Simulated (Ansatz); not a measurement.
# One shape, several levels: triplet AlSnSiH7

Aim: a comparison of 6 runs (UHF/STO-3G, UCAM-B3LYP/def2-SVP, UHSE06/def2-SVP, UPBE/def2-SVP, RPA@PBE/def2-SVP, RPA@PBE0/def2-SVP) of triplet AlSnSiH7. 

The calculation is run with Ansatz 0.2.0.

44 further runs of the same task are left out: 44 set aside as unsound or not needed.

### Step 1. The structure to begin with

The species is AlSnSiH7 (10 atoms), meant as a triplet with charge 0. SMILES of the parent species: `[SiH3][AlH][SnH3]`. The shape is that of a PBE0-D4/def2-TZVP optimisation. That shape belongs to the parent species and isn't relaxed for this state.

Bond lengths: Si1–Al2 2.456 Å, Al2–Sn3 2.662 Å, Si1–H4 1.492 Å, Si1–H5 1.489 Å, Si1–H6 1.492 Å, Al2–H7 1.590 Å, Sn3–H8 1.713 Å, Sn3–H9 1.712 Å, Sn3–H10 1.713 Å. Some angles: Si1–Al2–Sn3 119.8°, Si1–Al2–H7 121.6°, Sn3–Al2–H7 118.6°, Al2–Si1–H4 109.8°, Al2–Si1–H5 114.3°, Al2–Si1–H6 109.8°, Al2–Sn3–H8 112.0°, Al2–Sn3–H9 113.4°, Al2–Sn3–H10 111.9°, H4–Si1–H5 107.9°.

### Step 2. The energy at UHF/STO-3G (run 1)

The input, in.yaml:

```yaml
basis:
  gaussian:
    orbitals: STO-3G
crystal:
  periodic: [false, false, false]
  atoms:
    - {symbol: Si, position_ang: [-1.727600, 1.016900, -0.987400]}
    - {symbol: Al, position_ang: [0.630900, 0.366100, -0.771800]}
    - {symbol: Sn, position_ang: [1.403800, -1.143700, 1.279600]}
    - {symbol: H, position_ang: [-2.584500, -0.202700, -1.056000]}
    - {symbol: H, position_ang: [-2.025800, 1.852500, -2.183800]}
    - {symbol: H, position_ang: [-2.154500, 1.780100, 0.221500]}
    - {symbol: H, position_ang: [1.723200, 0.824500, -1.833100]}
    - {symbol: H, position_ang: [2.608000, -0.374300, 2.224600]}
    - {symbol: H, position_ang: [0.128400, -1.541500, 2.349800]}
    - {symbol: H, position_ang: [2.081400, -2.629000, 0.759800]}
magnetization:
  spin_polarized: true
  initial_magnetization: 2
hamiltonian:
  xc: hf
accuracy: high
output:
  orbitals: {seedname: orbitals}
```

On the command line:

```bash
$ ansatz run in.yaml --threads 1 --pin off --max-ram 3480MiB --events-out events.jsonl --progress --plain --runs-dir runs
```

What it wrote:

```text
Warning: RAYON_NUM_THREADS=1 ignored (pool sized by the plan → 1); use --threads N
Functional definition: HF
  name "HF"
  exchange = exact_x
  correlation = 0
992 factors; integrals over basis functions are off by at most 2.8e-8 eV
mean field evaluation 1: about -176647.1017 eV, gradient 1.0e1 eV
mean field evaluation 2: about -176647.1472 eV, gradient 1.0e1 eV
mean field evaluation 4: about -176648.6227 eV, gradient 1.1e0 eV
mean field evaluation 8: about -176648.6859 eV, gradient 2.7e-1 eV
mean field evaluation 16: about -176650.2049 eV, gradient 2.2e-3 eV
mean field evaluation 32: about -176650.1910 eV, gradient 1.4e-1 eV
mean field evaluation 64: about -176650.1705 eV, gradient 4.1e-1 eV
mean field evaluation 96: about -176649.7213 eV, gradient 1.1e0 eV
mean field -176650.19471961 eV, -6491.7749181432 hartree, gradient 2.7e-8 eV, S^2 2.029796; 1 other end points of the search recorded, 0 dependent functions left out
reference -176650.19471961 eV, -6491.7749181432 hartree; 43, 41 occupied and 9, 11 virtual orbitals, 992 factors
Total energy: -176650.19471961 eV, -6491.7749181432 hartree
```

It took 5.7 s on 1 thread of Intel Xeon Platinum 8259CL at 2.50GHz (Skylake/Cascade Lake), shared host; peak memory 0.21 GiB.

### Step 3. A single-point energy at UCAM-B3LYP/def2-SVP (core potential) (run 2)

The input, input.yaml:

```yaml
crystal:
  periodic: [false, false, false]
  atoms:
    - {symbol: Si, position_ang: [-1.727600, 1.016900, -0.987400]}
    - {symbol: Al, position_ang: [0.630900, 0.366100, -0.771800]}
    - {symbol: Sn, position_ang: [1.403800, -1.143700, 1.279600]}
    - {symbol: H, position_ang: [-2.584500, -0.202700, -1.056000]}
    - {symbol: H, position_ang: [-2.025800, 1.852500, -2.183800]}
    - {symbol: H, position_ang: [-2.154500, 1.780100, 0.221500]}
    - {symbol: H, position_ang: [1.723200, 0.824500, -1.833100]}
    - {symbol: H, position_ang: [2.608000, -0.374300, 2.224600]}
    - {symbol: H, position_ang: [0.128400, -1.541500, 2.349800]}
    - {symbol: H, position_ang: [2.081400, -2.629000, 0.759800]}
basis:
  gaussian: {orbitals: def2-SVP}
magnetization: {spin_polarized: true, initial_magnetization: 2}
hamiltonian: {xc: {name: CAM-B3LYP}}
accuracy: high
output: {orbitals: {seedname: orbitals}}
```

On the command line:

```bash
$ ansatz run input.yaml --threads 1 --pin off --max-ram 3480MiB --events-out events.jsonl --progress --plain --runs-dir runs
```

What it wrote (excerpt; [...] marks lines left out):

```text
Warning: RAYON_NUM_THREADS=1 ignored (pool sized by the plan → 1); use --threads N
Functional definition: CAM-B3LYP
  name "CAM-B3LYP"
[...]
2235 factors; integrals over basis functions are off by at most 3.6e-8 eV
559 factors; integrals over basis functions are off by at most 1.9e-9 eV
[...]
mean field -20410.63980591 eV, -750.0771780385 hartree, gradient 8.1e-8 eV, S^2 2.008991; 2 other end points of the search recorded, 0 dependent functions left out
reference -20410.63983127 eV, -750.0771789708 hartree; 29, 27 occupied and 68, 70 virtual orbitals, 2235 factors
Total energy: -20410.63983127 eV, -750.0771789708 hartree
```

Run time: 35 s. Hardware: 1 thread of Intel Xeon Platinum 8259CL at 2.50GHz (Skylake/Cascade Lake), shared host; peak memory 0.66 GiB.

Runs 3 to 5 aren't shown in full; the table further down has their settings and results.

### Step 4. The energy at RPA@PBE0/def2-SVP (core potential) (run 6)

The input, run.yaml:

```yaml
crystal:
  periodic: [false, false, false]
  atoms:
    - {symbol: Si, position_ang: [-1.727600, 1.016900, -0.987400]}
    - {symbol: Al, position_ang: [0.630900, 0.366100, -0.771800]}
    - {symbol: Sn, position_ang: [1.403800, -1.143700, 1.279600]}
    - {symbol: H, position_ang: [-2.584500, -0.202700, -1.056000]}
    - {symbol: H, position_ang: [-2.025800, 1.852500, -2.183800]}
    - {symbol: H, position_ang: [-2.154500, 1.780100, 0.221500]}
    - {symbol: H, position_ang: [1.723200, 0.824500, -1.833100]}
    - {symbol: H, position_ang: [2.608000, -0.374300, 2.224600]}
    - {symbol: H, position_ang: [0.128400, -1.541500, 2.349800]}
    - {symbol: H, position_ang: [2.081400, -2.629000, 0.759800]}
basis:
  gaussian: {orbitals: def2-SVP}
accuracy: high
correlation: {method: rpa, frozen_orbitals: {Al: 5, H: 0, Si: 5, Sn: 4}}
magnetization: {spin_polarized: true, initial_magnetization: 2}
hamiltonian: {xc: {name: PBE0}}
```

On the command line:

```bash
$ ansatz run run.yaml --threads 1 --pin off --max-ram 3480MiB --events-out events.jsonl --progress --plain --runs-dir runs
```

What it wrote (excerpt; [...] marks lines left out):

```text
Warning: RAYON_NUM_THREADS=1 ignored (pool sized by the plan → 1); use --threads N
Functional definition: PBE0
  name "PBE0"
[...]
2235 factors; integrals over basis functions are off by at most 3.6e-8 eV
[...]
mean field -20404.93948372 eV, -749.8676950621 hartree, gradient 5.1e-8 eV, S^2 2.006987; 3 other end points of the search recorded, 0 dependent functions left out
14 core orbitals not correlated: weight in the atoms' cores, before any rotation towards them, 1.000 or more for the frozen orbitals, at most 0.000 for the correlated occupied ones
reference -20352.11695766 eV, -747.9265030335 hartree; 15, 13 occupied and 68, 70 virtual orbitals, 2235 factors
Total energy: -20366.56348633 eV, -748.4574031701 hartree
```

Run time: 41 s. Hardware: 1 thread of Intel Xeon Platinum 8259CL at 2.50GHz (Skylake/Cascade Lake), shared host; peak memory 0.57 GiB.

### Step 5. All runs side by side

```csv
run,level,core potential,frozen core orbitals,energy (Eh),HOMO energy (eV),⟨S²⟩,wall time
1,UHF/STO-3G,none,–,-6491.774918,-0.94,2.030,5.7 s
2,UCAM-B3LYP/def2-SVP (core potential),def2-SVP,–,-750.077179,-5.15,2.009,35 s
3,UHSE06/def2-SVP (core potential),def2-SVP,–,-749.852708,-3.94,2.007,30 s
4,UPBE/def2-SVP (core potential),def2-SVP,–,-749.798607,-3.54,2.005,19 s
5,RPA@PBE/def2-SVP (core potential),def2-SVP,14,-748.511000,–,2.005,35 s
6,RPA@PBE0/def2-SVP (core potential),def2-SVP,14,-748.457403,–,2.007,41 s
```

### Step 6. Summary of results

```
                                quantity          value
                     run 6: total energy  -748.45740 Eh
 run 6: RPA correlation energy (valence)     -530.9 mEh
run 6: ⟨S²⟩ of the reference determinant          2.007
```

In words: Totals of different functionals can't be ranked against each other. Some runs of one species differ in core potentials or relativity; totals across that change don't compare. In run 1 the basis is minimal, so the values are rough. In run 1 relativity is left out where basis or elements ask for it. All runs together took 2.7 min, the longest 41 s.
